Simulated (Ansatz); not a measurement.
**Rh (fcc): the equilibrium volume**

At what volume is Rh (fcc) free of pressure? The run doesn't test whether this is the element's stable form.

Program: Ansatz 0.2.0. Level of theory: DFT PBEsol, scalar-relativistic, plane waves, PAW. These are calculated values, not measurements.

## (1) The structure to begin with

It takes space group Fm-3m (No. 225, cubic). The conventional cell has a = 3.800 Å, b = 3.800 Å, c = 3.800 Å, α = 90.00°, β = 90.00°, γ = 90.00°. Rh (site symmetry m-3m) has 12 Rh at 2.69 Å as nearest neighbours.

Coordinates:

```
Rh
1.0
     0.00000    1.90000    1.90000
     1.90000    0.00000    1.90000
     1.90000    1.90000    0.00000
Rh
1
Direct
  0.00000 0.00000 0.00000
```

## (2) At the starting volume

File input.yaml:

```yaml
crystal:
  lattice:
    - [0.0, 1.9, 1.9]
    - [1.9, 0.0, 1.9]
    - [1.9, 1.9, 0.0]
  atoms:
    - { symbol: Rh, position: [0.0, 0.0, 0.0] }
basis:
  ecutwfc: 420
  ecutrho_ratio: 4
kpoints:
  mp_grid: { grid: [16, 16, 16] }
hamiltonian:
  xc: pbesol
scf:
  occupations: { method: gaussian, width: 0.05 }
output:
  forces: true
  stress: true
  eigenvalues: true
```

Launch:

```
> ansatz run input.yaml --threads 8 --pin off --max-ram 15360MiB --backend cpu --events-out ev --progress --plain --runs-dir out
```

After this run come: A step to a new volume; A step to a new volume.

**Question.** What will these runs give? Wanted: volume; pressure; conventional cell; gap on the mesh.

As calculated:

| quantity | value |
| --- | --- |
| volume | 13.505 Å³/atom |
| pressure | -0.02 GPa |
| conventional cell | a = 3.780 Å, b = 3.780 Å, c = 3.780 Å, α = 90.00°, β = 90.00°, γ = 90.00° |
| gap on the mesh | none (metal) |

**Reading.** Over the 3 runs shown the cell moved from 13.72 to 13.51 Å³/atom, a change of -1.6 %, where the pressure is zero within 0.02 GPa.
